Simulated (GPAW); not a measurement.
Crystal: CaB2.

```
Ca B
1.0
     3.22643    0.00000    0.00000
    -1.61322    2.79417    0.00000
     0.00000    0.00000    4.06739
Ca B
1 2
Direct
  0.00000 0.00000 0.00000
  0.66667 0.33333 0.50000
  0.33333 0.66667 0.50000
```

The cell comes from a database or a generator and needn't be the stable form of this composition.

Base run:

- Program: GPAW 26.7.0
- Functional: RPBE
- Potentials or basis: the program's PAW data sets (release 1.2.1) made for this functional
- Cutoff: 800 eV
- Basis: pw
- k mesh: 9 × 9 × 7
- Occupations: fermi-dirac, width 0.05 eV
- Spin: no spin polarisation

Its results: pressure 3.0 GPa.

**Question.** After a change of settings the same cell gave: pressure 2.3 GPa. Which change was it?
A. functional from RPBE to revPBE
B. functional from RPBE to LDA
C. functional from RPBE to PBEsol; potentials or basis from the program's PAW data sets (release 1.2.1) made for this functional to PAW data sets generated in the run's folder for this functional

**Answer.** A.

Runs at the PBE level aren't shown here.
